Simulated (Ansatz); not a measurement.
# C2H7AlBNSi: the cost of one run

Program: Ansatz 0.2.0. Level of theory: RKS B3LYP-D4/STO-3G. These are calculated values, not measurements.

### Step 1. Starting point

Bond lengths: C1–C2 1.156 Å, C2–N3 1.377 Å, N3–Al4 1.957 Å, N3–B5 1.540 Å, B5–Si6 1.966 Å, C1–H7 1.083 Å, Al4–H8 1.609 Å, Al4–H9 1.517 Å, B5–H10 1.171 Å, Si6–H11 1.444 Å, Si6–H12 1.445 Å, Si6–H13 1.478 Å. Angles (14 of 17 angles, heavy atoms first): C1–C2–N3 178.2°, C2–N3–Al4 121.0°, C2–N3–B5 123.2°, Al4–N3–B5 115.8°, N3–B5–Si6 120.7°, C2–C1–H7 175.3°, N3–Al4–H8 116.2°, N3–Al4–H9 123.0°, N3–B5–H10 120.8°, Si6–B5–H10 118.5°, B5–Si6–H11 109.2°, B5–Si6–H12 108.3°, B5–Si6–H13 111.1°, H8–Al4–H9 120.8°.

Coordinates:

```xyz
13

C    -2.2791   -0.4565    0.9629
C    -1.1825   -0.5554    0.6117
N     0.1238   -0.7142    0.2050
Al    1.0984   -2.3714    0.5720
B     0.9278    0.3938   -0.5010
Si    0.1081    2.1404   -0.8811
H    -3.3089   -0.2853    1.2518
H     0.2652   -3.5376    1.3028
H     2.5490   -2.5813    0.1813
H     2.0534    0.2330   -0.7791
H     1.0778    2.9889   -1.5337
H    -1.0371    1.9283   -1.7369
H    -0.3755    2.7826    0.3591
```

### Step 2. Preparing the start

File input.yaml:

```yaml
crystal:
  periodic: [false, false, false]
  atoms:
    - { symbol: C, position_ang: [-2.2791, -0.4565, 0.9629] }
    - { symbol: C, position_ang: [-1.1825, -0.5554, 0.6117] }
    - { symbol: "N", position_ang: [0.1238, -0.7142, 0.205] }
    - { symbol: Al, position_ang: [1.0984, -2.3714, 0.572] }
    - { symbol: B, position_ang: [0.9278, 0.3938, -0.501] }
    - { symbol: Si, position_ang: [0.1081, 2.1404, -0.8811] }
    - { symbol: H, position_ang: [-3.3089, -0.2853, 1.2518] }
    - { symbol: H, position_ang: [0.2652, -3.5376, 1.3028] }
    - { symbol: H, position_ang: [2.549, -2.5813, 0.1813] }
    - { symbol: H, position_ang: [2.0534, 0.233, -0.7791] }
    - { symbol: H, position_ang: [1.0778, 2.9889, -1.5337] }
    - { symbol: H, position_ang: [-1.0371, 1.9283, -1.7369] }
    - { symbol: H, position_ang: [-0.3755, 2.7826, 0.3591] }
basis:
  gaussian: { orbitals: STO-3G }
hamiltonian:
  xc: b3lyp
  dispersion: d4
relax:
  f_tol: 0.02
  max_steps: 40
scf:
  lower_state_search: "off"
output:
  orbitals: {}
```

On the command line:

```bash
$ ansatz run input.yaml --threads 1 --pin off --max-ram 2048MiB --backend cpu --events-out ev --progress --plain --runs-dir out
```

**Question.** How long does this run take on 1 thread of Arm Neoverse V2, shared host, and how much memory does it need?

About 22 s, with a peak of 0.17 GiB.
